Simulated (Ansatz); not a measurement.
The system is NiMoIrPdW.

```
CELL_PARAMETERS angstrom
-1.37004 1.37004 9.71647
1.37004 -1.37004 9.71647
1.37004 1.37004 -9.71647
ATOMIC_POSITIONS crystal
Ni 0.19862 0.19862 0.00000
Mo 0.60922 0.60922 0.00000
Pd 0.79310 0.79310 0.00000
Ir 0.39944 0.39944 0.00000
W 0.99565 0.99565 0.00000
```

The cell was built by a generator and needn't be a form met in nature.

Base run:

```yaml
Program: Ansatz 0.2.0
Functional: PBE
Potentials_or_basis: Ansatz PAW
Cutoff: "420 eV (not typed: the program's choice for these potentials)"
k_mesh: 13 × 13 × 13
Occupations: fermi-dirac, width 0.05 eV
Spin: collinear spin, ferromagnetic start
Starting_moments: "[1.0, 1.0, 0.0, 0.6, 0.0] μB"
Hubbard_terms: Ir d U = 4 eV, Mo d U = 4 eV, Ni d U = 4 eV, Pd d U = 4 eV, W d U = 4 eV
```

Its results: band gap on the k mesh none (metal or under the smearing width); pressure 5.5 GPa; net moment -0.78 μB per cell; largest force 1.017 eV/Å.

The run is repeated on the same cell with these changes: potentials or basis from Ansatz PAW to JTH PAW; cutoff from 420 eV (not typed: the program's choice for these potentials) to 2400 eV (not typed: the program's choice for these potentials); hubbard terms from Ir d U = 4 eV, Mo d U = 4 eV, Ni d U = 4 eV, Pd d U = 4 eV, W d U = 4 eV to none; hubbard projectors from ortho-atomic (the default) to none; valence electrons from 81 to 79. What comes out?

Band gap on the k mesh none (metal or under the smearing width); pressure 0.3 GPa; net moment 0.00 μB per cell; largest force 0.053 eV/Å.

Caveats: the magnetic or orbital state may not be the lowest (some runs); the U is typed as a test and isn't derived for this compound (some runs); forces of over 1 eV/Å show positions far from the minimum, so gaps and moduli don't describe the material at rest (some runs); the starting moments weren't kept (some runs).
